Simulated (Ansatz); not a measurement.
A nudged elastic band was laid between two geometries of a periodic cell of 17 atoms, Be₁₆H (host Be, host structure hcp, interstitial H).

Level of theory: DFT LDA, scalar-relativistic, plane waves, PAW (Ansatz 0.2.0). Settings: cutoff 420 eV, k mesh 5x6x4, fermi-dirac smearing 0.05 eV, no spin polarisation.

| Property | Result |
| --- | --- |
| movable images | 5 |
| climbing image | yes |
| spring | 5.0 eV/Å² |
| optimiser | quadratic models (default) |
| start path | straight line |
| force threshold | 0.05 eV/Å |
| iteration limit | 42 |
| end points | relaxed |

First end point:

```xyz
17
Lattice="-2.2900 -3.9664 0.0000 3.4350 -1.9832 0.0000 0.0000 0.0000 7.1769" Properties=species:S:1:pos:R:3
Be -0.001 -3.955 -0.004
Be -0.007 -2.637 1.774
Be -0.001 -3.923 3.567
Be -0.009 -2.635 5.385
Be -1.139 -1.983 0.022
Be 2.290 -2.648 1.800
Be -1.139 -1.985 3.589
Be 2.288 -2.678 5.405
Be 1.137 -1.982 -0.005
Be 1.157 -0.665 1.780
Be 1.112 -1.999 3.567
Be 1.113 -0.639 5.405
Be -0.015 0.012 0.014
Be 1.150 -4.620 1.799
Be 0.028 -0.014 3.568
Be 1.178 -4.603 5.406
H 2.285 -1.316 4.481
```

Last end point:

```xyz
17
Lattice="-2.2900 -3.9664 0.0000 3.4350 -1.9832 0.0000 0.0000 0.0000 7.1769" Properties=species:S:1:pos:R:3
Be -0.001 -3.958 0.001
Be -0.008 -2.638 1.790
Be 0.000 -3.926 3.608
Be -0.007 -2.639 5.401
Be -1.139 -1.986 -0.024
Be 2.288 -2.681 1.769
Be -1.137 -1.987 3.587
Be 2.290 -2.651 5.375
Be 1.138 -1.985 0.002
Be 1.115 -0.643 1.769
Be 1.112 -2.002 3.608
Be 1.159 -0.668 5.394
Be -0.014 0.009 -0.017
Be 1.178 -4.606 1.769
Be 0.031 -0.017 3.607
Be 1.151 -4.623 5.375
H 2.294 -1.321 2.688
```

(1) What changes between the two ends?

(2) Give the energies along the band, and the barrier.

(3) What is the geometry of the highest image?

The band took 3 iterations and about 14 core-minutes.

Results:

(1) The atom that moves furthest is H17, by 1.79 Å.

(2) The forces met the threshold. The highest image is number 3 of 0 to 6, 0.48 eV above the ends, which have the same energy within 2 meV. By the program's own check the climbing image is of a kind that is not told: the force calls were inconclusive, a negative curvature could not be distinguished from the path's own, the only one lies far off the path, or fixed occupations may fill a level only in part (lowest curvatures found: -2.94 and 2.19 eV/Å²). Limits of this set-up: coarse k mesh, odd electron count without spin.

```csv
image,path coordinate (Å),energy (eV)
0,0.00,0.00
1,0.29,0.13
2,0.59,0.37
3,0.88,0.48
4,1.17,0.37
5,1.47,0.12
6,1.76,0.00
```

(3) 
```xyz
17
Lattice="-2.2900 -3.9664 0.0000 3.4350 -1.9832 0.0000 0.0000 0.0000 7.1769" Properties=species:S:1:pos:R:3
Be -0.002 -3.957 -0.001
Be 0.009 -2.647 1.783
Be 0.010 -3.881 3.587
Be 0.009 -2.647 5.391
Be -1.127 -1.991 -0.001
Be 2.294 -2.664 1.760
Be -1.142 -1.983 3.587
Be 2.294 -2.664 5.414
Be 1.138 -1.983 -0.001
Be 1.117 -0.642 1.755
Be 1.079 -2.032 3.587
Be 1.117 -0.642 5.419
Be -0.021 0.014 -0.001
Be 1.166 -4.618 1.760
Be 0.059 -0.032 3.587
Be 1.166 -4.618 5.414
H 2.272 -1.309 3.587
```

The run took 7.6 min on 2 CPU threads of a shared host.
